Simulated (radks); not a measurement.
**K³⁺ in [Ne] 3s2 3p4: an all-electron calculation**

Wanted: eigenvalues, radial structure and energy terms of the potassium ion K3+.

Method: non-relativistic Kohn-Sham, PBE, spin-polarised, spherical densities, point nucleus; open shells are filled with parallel spins first. Code: radks (a radial shooting solver on a logarithmic mesh, Libxc functionals) version 1.

## Step 1: Starting point

| Item | Value |
| --- | --- |
| element | potassium (Z = 19) |
| charge | +3 |
| electrons | 16 |
| configuration | [Ne] 3s2 3p4 |

The outer shells:

K³⁺
```
[Ne] core
3s [↑↓]
3p [↑↓][↑ ][↑ ]
```

## Step 2: The run

The run's settings:

```text
Z 19
configuration [Ne] 3s2 3p4 4s0 3d0 4p0 4f0
relativity non-relativistic
functional pbe,pbe
spin polarised
nucleus point
```

Launch:

```sh
$ python run_ks.py task.json out
```

The same process makes all the runs of this session.

Q: Predict the outcome of this run.

As calculated:

| quantity | value |
| --- | --- |
| total energy | -596.70151 hartree |
| exchange-correlation share of it | 5.37 % |
| −T/E | 0.9991 |
| highest occupied level | 3p down, -53.139 eV |
| most extended occupied level | 3p down, <r> = 1.30 bohr |
| radius at density 0.001 e/bohr³ | 2.89 bohr |
| maxima of the radial density | 3 |
| ionisation energy, NIST | 60.92 (semi-emp.) eV |

What this shows: The radial density shows 3 maxima for 3 occupied principal shells. The ratio −T/E is 0.9991; for a non-relativistic Coulomb system it is 1 up to the kinetic part of correlation. Minus the highest eigenvalue, 53.139 eV, is 87 % of the tabulated ionisation energy (60.92 eV); the potential of a semilocal functional falls off too fast, so its top eigenvalue is too shallow. Open shells are spherical and high-spin; term and fine-structure splittings are not resolved.
